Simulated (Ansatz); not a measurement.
# YSb: further runs on the relaxed cell

The task here is to estimate one member of a computed series from the others.

The COD entry's cell or inner coordinates are ideal or old and differ from later refinements, so a difference from it is no clean test against experiment.

Program: Ansatz 0.2.0. Level of theory: DFT PBEsol, scalar-relativistic, plane waves, PAW. These are calculated values, not measurements.

## Starting point

The structure is cubic, space group Fm-3m (No. 225). Conventional cell: a = 6.117 Å, b = 6.117 Å, c = 6.117 Å, α = 90.00°, β = 90.00°, γ = 90.00°. Y (site symmetry m-3m) is surrounded by 6 Sb at 3.06 Å. Around Sb (site symmetry m-3m) lie 6 Y at 3.06 Å.

Coordinates:

```cif
data_structure
_symmetry_space_group_name_H-M 'Fm-3m'
_symmetry_Int_Tables_number 225
_cell_length_a 6.1170
_cell_length_b 6.1170
_cell_length_c 6.1170
_cell_angle_alpha 90.000
_cell_angle_beta 90.000
_cell_angle_gamma 90.000
_cell_volume 228.89
loop_
_atom_site_label
_atom_site_type_symbol
_atom_site_symmetry_multiplicity
_atom_site_Wyckoff_symbol
_atom_site_fract_x
_atom_site_fract_y
_atom_site_fract_z
_atom_site_occupancy
Y1 Y 4 b 0.50000 0.00000 0.00000 1
Sb1 Sb 4 a 0.00000 0.00000 0.00000 1
```

It is the result of an earlier relaxation at this level (volume 28.61 Å³/atom; gap on the mesh: none (metal)).

Set-up of the first run:

Input file input.yaml:

```yaml
crystal:
  lattice:
    - [0.0, 3.095, 3.095]
    - [3.095, 0.0, 3.095]
    - [3.095, 3.095, 0.0]
  atoms:
    - { symbol: "Y", position: [0.5, 0.5, 0.5] }
    - { symbol: Sb, position: [0.0, 0.0, 0.0] }
basis:
  ecutwfc: 420
kpoints:
  mp_grid: { grid: [12, 12, 12] }
hamiltonian:
  xc: pbesol
scf:
  occupations: { method: gaussian, width: 0.1 }
output:
  forces: true
  stress: true
  eigenvalues: true
  populations: true
```

Run with:

```sh
$ ansatz run input.yaml --threads 1 --pin off --max-ram 2560MiB --backend cpu --events-out ev --progress --plain --runs-dir out
```

Steps of the session up to this table: Back to the database's cell; Point at V/V0 = 0.97; Volume × 1.03; Volume × 0.94; The cell scaled to 1.06 of its volume; Point at V/V0 = 0.91; Volume × 1.10; Point at V/V0 = 0.88.

One table of the session follows, with a row left open; its other results are not shown here.

It belongs to the step «Fit of the equation of state». 

| volume (Å³/atom) | energy above the lowest point (meV/atom) | pressure (GPa) |
| --- | --- | --- |
| 25.178 | 104.2 | 10.80 |
| 26.036 | 55.5 | 7.45 |
| 26.894 | 23.4 | 4.59 |
| 27.753 | ? | ? |
| 28.611 | 0.0 | 0.00 |
| 29.469 | 5.0 | -1.83 |
| 30.328 | 19.1 | -3.40 |
| 31.472 | 49.9 | -5.16 |

Estimate the missing values for volume (Å³/atom) = 27.753.

Worked estimate for «energy above the lowest point (meV/atom)». A straight line through the neighbours (26.894, 23.4) and (28.611, 0.0) gives 23.4 + (0.0 − 23.4) × (27.753 − 26.894) / (28.611 − 26.894) = 11.7; a parabola fitted to 4 rows on both sides gives 5.5.

As computed: energy above the lowest point (meV/atom): 5.6; pressure (GPa): 2.12. In «energy above the lowest point (meV/atom)» the line misses by +6.1 and the parabola by -0.1.
